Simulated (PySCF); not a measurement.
# GaAlSiH4S (SMILES [AlH]1[SiH2][GaH][S]1) at r2SCAN/cc-pVDZ

Aim: the vertical ionisation energy of GaAlSiH4S at r2SCAN/cc-pVDZ, from 2 runs. Input form: a Python script.

The results are computed with PySCF 2.14.0.

## Step 1: The system as given

GaAlSiH4S: 8 atoms, total charge 0, spin state singlet. SMILES: `[AlH]1[SiH2][GaH][S]1`. The shape is that of a PBE0-D4/def2-TZVP optimisation.

Bond lengths: Al1–Si2 2.440 Å, Si2–Ga3 2.413 Å, Al1–S4 2.193 Å, Ga3–S4 2.250 Å, Al1–H5 1.584 Å, Si2–H6 1.491 Å, Si2–H7 1.492 Å, Ga3–H8 1.565 Å. Some angles: Al1–Si2–Ga3 77.4°, Si2–Al1–S4 98.5°, Si2–Ga3–S4 97.8°, Al1–S4–Ga3 86.1°, Al1–Si2–H6 121.0°, Al1–Si2–H7 117.3°, Ga3–Si2–H6 116.6°, Ga3–Si2–H7 113.3°, Si2–Al1–H5 139.1°, S4–Al1–H5 122.4°.

## Step 2: The energy at r2SCAN/cc-pVDZ

input.py reads:

```python
# [AlH]1[SiH2][GaH][S]1
from pyscf import gto, dft

system = gto.M(
    atom='''
Al  -0.483600   1.052000  -1.188900
Si   0.923200   0.467700   0.717000
Ga  -0.462100  -1.492100   0.464300
S   -1.590500  -0.832700  -1.366800
H   -0.745600   2.283300  -2.150500
H    0.810900   1.203700   2.008300
H    2.367700   0.209100   0.448800
H   -0.819900  -2.891000   1.067800
''',
    max_memory=1860,
    basis='cc-pvdz',
    verbose=3,
)

myscf = dft.RKS(system)
myscf.xc = 'r2scan'
myscf.conv_tol = 1e-10
myscf.grids.level = 2
myscf.kernel()
if not myscf.converged:
    myscf = myscf.newton().run(myscf.mo_coeff, myscf.mo_occ)

e_tot = myscf.e_tot
print('E = %.10f Eh' % e_tot)
```

Command:

```console
$ OMP_NUM_THREADS=1 python input.py
```

Log:

```text
converged SCF energy = -2857.31031404455
E = -2857.3103140446 Eh
```

It took 15 s on 1 thread of Arm Neoverse V2, shared host; peak memory 0.52 GiB.

## Step 3: The doublet cation at the same level

start.xyz reads:

```xyz
8

Al    -0.483600     1.052000    -1.188900
Si     0.923200     0.467700     0.717000
Ga    -0.462100    -1.492100     0.464300
S     -1.590500    -0.832700    -1.366800
H     -0.745600     2.283300    -2.150500
H      0.810900     1.203700     2.008300
H      2.367700     0.209100     0.448800
H     -0.819900    -2.891000     1.067800
```

job.py reads:

```python
from pyscf import gto, dft

mol = gto.M(
    atom='start.xyz',
    max_memory=1860,
    verbose=4,
    spin=1,
    basis='cc-pvdz',
    charge=1,
)

calc0 = dft.UKS(mol)
calc0.xc = 'r2scan'
calc0.conv_tol = 1e-10
calc0.grids.level = 2
calc0.kernel()
if not calc0.converged:
    calc0 = calc0.newton().run(calc0.mo_coeff, calc0.mo_occ)

e_tot = calc0.e_tot
print('Final energy', e_tot)
```

Command:

```console
$ OMP_NUM_THREADS=1 python job.py
```

Log:

```text
PySCF version 2.14.0

[... 125 lines left out ...]
converged SCF energy = -2856.99149699196  <S^2> = 0.7632127  2S+1 = 2.0131693
Final energy -2856.991496991958
```

Wall time 41 s (1 thread of Arm Neoverse V2, shared host); peak memory 0.54 GiB.

## Step 4: Results

At r2SCAN/cc-pVDZ:

| quantity | value |
| --- | --- |
| singlet GaAlSiH4S: total energy | -2857.31031 Eh |
| singlet GaAlSiH4S: dipole moment | 1.47 D |
| singlet GaAlSiH4S: HOMO energy | -6.22 eV |
| singlet GaAlSiH4S: LUMO energy | -2.57 eV |
| singlet GaAlSiH4S: HOMO–LUMO gap | 3.65 eV |
| doublet cation: total energy | -2856.99150 Eh |
| doublet cation: HOMO energy (highest over α and β) | -11.65 eV |
| doublet cation: LUMO energy (lowest over α and β) | -11.06 eV |
| doublet cation: ⟨S²⟩ | 0.763 |
| vertical ionisation energy (to the doublet cation) | 8.675 eV |

**Reading.** The vertical ionisation energy comes to 8.68 eV (837 kJ/mol). The negative HOMO energy of the first species, 6.22 eV, lies 2.46 eV below that difference. Mulliken charges (doublet cation) run from -0.17 on S4 to +0.51 on Al1; they depend strongly on the basis.
